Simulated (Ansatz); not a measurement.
**C₃H₁₁NZr: small, medium and large basis sets**

An exercise on one series of results from a longer session: the logs are not shown, and one member is left open.

Program: Ansatz 0.2.0, Gaussian basis. Level of theory: one geometry, several basis sets. These are calculated values, not measurements.

Plan: PBE0-D4/def2-SVP; ωB97M-V/def2-SVP; PBE0-D4/def2-QZVPP; ωB97M-V/def2-QZVPP; the functionals' def2-TZVPP values are taken from earlier runs.

1 further run of the same task is left out (for a known fault of the program). Runs told in other sessions of the task aren't counted.

### The relaxed structure

All runs share one geometry, relaxed beforehand with PBE0-D4 in a triple-zeta def2 set. Zr takes the def2 core potential; no spin-orbit term is included.

SMILES `[CH3][Zr]([CH3])([CH3])[NH2]`, 16 atoms, charge 0, spin multiplicity 1.

Atoms are counted from 1 here; the program's logs count them from 0.

Bond lengths: C1–Zr2 2.229 Å, C1–H6 1.096 Å, C1–H7 1.099 Å, C1–H8 1.096 Å, Zr2–C3 2.223 Å, Zr2–C4 2.225 Å, Zr2–N5 2.026 Å, C3–H9 1.097 Å, C3–H10 1.098 Å, C3–H11 1.098 Å, C4–H12 1.098 Å, C4–H13 1.098 Å, C4–H14 1.096 Å, N5–H15 1.012 Å, N5–H16 1.012 Å. Angles: Zr2–C1–H6 112.3°, Zr2–C1–H7 109.9°, Zr2–C1–H8 112.1°, H6–C1–H7 107.6°, H6–C1–H8 107.3°, H7–C1–H8 107.5°, C1–Zr2–C3 107.5°, C1–Zr2–C4 106.3°, C1–Zr2–N5 107.5°, C3–Zr2–C4 112.0°, C3–Zr2–N5 112.0°, C4–Zr2–N5 111.1°, Zr2–C3–H9 112.7°, Zr2–C3–H10 110.1°, Zr2–C3–H11 111.5°, H9–C3–H10 107.4°, H9–C3–H11 107.4°, H10–C3–H11 107.4° and more.

The first run:

in.yaml

```yaml
crystal:
  periodic: [false, false, false]
  atoms:
    - {symbol: C, position_ang: [-0.364731, 1.016159, -1.806921]}
    - {symbol: Zr, position_ang: [-0.112211, 0.044154, 0.183430]}
    - {symbol: C, position_ang: [1.943104, 0.504289, 0.896032]}
    - {symbol: C, position_ang: [-0.413679, -2.135621, -0.142605]}
    - {symbol: N, position_ang: [-1.530518, 0.801851, 1.415936]}
    - {symbol: H, position_ang: [-0.259758, 2.105879, -1.753048]}
    - {symbol: H, position_ang: [0.397640, 0.643924, -2.504735]}
    - {symbol: H, position_ang: [-1.345890, 0.805098, -2.248180]}
    - {symbol: H, position_ang: [1.949550, 1.058617, 1.842406]}
    - {symbol: H, position_ang: [2.471366, 1.116945, 0.153395]}
    - {symbol: H, position_ang: [2.531385, -0.410095, 1.046296]}
    - {symbol: H, position_ang: [0.375064, -2.721896, 0.346640]}
    - {symbol: H, position_ang: [-0.371233, -2.361156, -1.216616]}
    - {symbol: H, position_ang: [-1.376609, -2.501691, 0.231741]}
    - {symbol: H, position_ang: [-1.404863, 1.552309, 2.083023]}
    - {symbol: H, position_ang: [-2.488617, 0.481234, 1.473205]}
basis:
  gaussian: {orbitals: def2-SVP}
hamiltonian: {xc: pbe0, dispersion: d4}
output: {orbitals: {seedname: orbitals}}
```

On the command line:

```sh
$ ansatz run in.yaml --threads 4 --pin off --events-out ev --progress --plain --max-ram 11315MiB
```

Steps of the session up to this table: PBE0-D4 in def2-SVP; ωB97M-V in def2-SVP; PBE0-D4 in def2-QZVPP; ωB97M-V in def2-QZVPP.

One table of the session follows, with a row left open; its other results are not shown here.

It belongs to the step «Functionals by basis». 

| functional | basis | HOMO (eV) |
| --- | --- | --- |
| PBE0-D4 | def2-SVP | -6.95 |
| PBE0-D4 | def2-TZVPP | -7.06 |
| PBE0-D4 | def2-QZVPP | -7.09 |
| ωB97M-V | def2-SVP | ? |
| ωB97M-V | def2-TZVPP | -9.41 |
| ωB97M-V | def2-QZVPP | -9.43 |

Estimate the missing values for ωB97M-V, def2-SVP.

The run gave: HOMO (eV): -9.30. In the column «HOMO (eV)» it lies between ωB97M-V, def2-TZVPP (-9.41) and PBE0-D4, def2-QZVPP (-7.09).
